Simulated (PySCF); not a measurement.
# CH7FSi2: the cost of one run

Programs: PySCF 2.14.0, with density-fitted response routines of our own. Each step states its level of theory. These are calculated values for one molecule in the gas phase, unless marked as measured. Atoms count from 0, in the outputs and in this text.

## 1. The starting structure

11 atoms, charge 0, multiplicity 1; geometry from: GFN2-xTB. The atoms were then displaced at random by about 0.01 Å, so the start is not that level's minimum.

Bonds of the start (Å): F0–Si1 1.59, Si1–C2 1.90, C2–Si3 1.86, Si1–H4 1.46, Si1–H5 1.46, C2–H6 1.08, C2–H7 1.08, Si3–H8 1.49, Si3–H9 1.49, Si3–H10 1.46.

## 2. Geometry optimisation at PBE0-D3(BJ)/def2-SVP

Job settings and geometry (Å):

```
{"job": {"xc": "PBE0", "basis": "def2-SVP", "d3": "d3bj", "grid": 1, "shake": 0.01, "kind": "geom"}, "charge": 0, "multiplicity": 1}
F      1.612170     1.677110    -0.122400
Si     1.596660     0.114680     0.177930
C     -0.024640    -0.608420    -0.509380
Si    -1.567640     0.188790     0.166920
H      2.785340    -0.376530    -0.523410
H      1.700560     0.032300     1.627370
H      0.007140    -0.511930    -1.587280
H     -0.010680    -1.670520    -0.298890
H     -1.660300     0.010160     1.642990
H     -2.753490    -0.487940    -0.435560
H     -1.647010     1.606470    -0.153960
```

Run with:

```sh
$ OMP_NUM_THREADS=1 python probes_run.py task.json out
```

This one command runs all jobs of the session in turn.

**Question.** How long does this first job take on 1 thread of Arm Neoverse V1, shared host, and how much memory does it need?

About 16 s, with a peak of 0.41 GiB.
